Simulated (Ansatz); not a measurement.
Crystal: Fe4Si.

```
CELL_PARAMETERS angstrom
0.00000 2.02761 9.46634
1.52190 0.00000 9.46634
1.52190 2.02761 0.00000
ATOMIC_POSITIONS crystal
Fe 0.59407 0.59407 0.40593
Fe 0.19797 0.19797 0.80203
Fe 0.80203 0.80203 0.19797
Fe 0.40593 0.40593 0.59407
Si 0.00000 0.00000 0.00000
```

The cell comes from a database or a generator and needn't be the stable form of this composition.

Base run:

- Program: Ansatz 0.2.0
- Functional: PBEsol
- Potentials or basis: Ansatz PAW earlier set
- Cutoff: 844 eV (not typed: the program's choice for these potentials)
- k mesh: 11 × 11 × 11
- Occupations: fermi-dirac, width 0.05 eV
- Spin: collinear spin, ferromagnetic start
- Starting moments: [3.0, 3.0, 3.0, 3.0, 0.0] μB

Its results: band gap on the k mesh none (metal or under the smearing width); pressure -9.2 GPa; net moment 8.81 μB per cell; site moments Fe +1.91, +2.57; Si -0.06 μB; largest force 0.062 eV/Å.

Question: After a change of settings the same cell gave: band gap on the k mesh none (metal or under the smearing width); pressure -8.3 GPa; net moment 9.04 μB per cell; site moments Fe +2.00, +2.63; Si -0.07 μB; largest force 0.083 eV/Å. Which change was it?
A. potentials or basis from Ansatz PAW earlier set to PseudoDojo standard (PBEsol files); cutoff from 844 eV (not typed: the program's choice for these potentials) to 1225 eV
B. potentials or basis from Ansatz PAW earlier set to JTH PAW; cutoff from 844 eV (not typed: the program's choice for these potentials) to 1320 eV (not typed: the program's choice for these potentials)
C. potentials or basis from Ansatz PAW earlier set to Ansatz PAW; cutoff from 844 eV (not typed: the program's choice for these potentials) to 420 eV (not typed: the program's choice for these potentials)

Answer: A.

Caveats: the PAW data sets come from PBE, with cores solved anew for the run's functional, which leaves a small shift of forces and pressure (some runs).
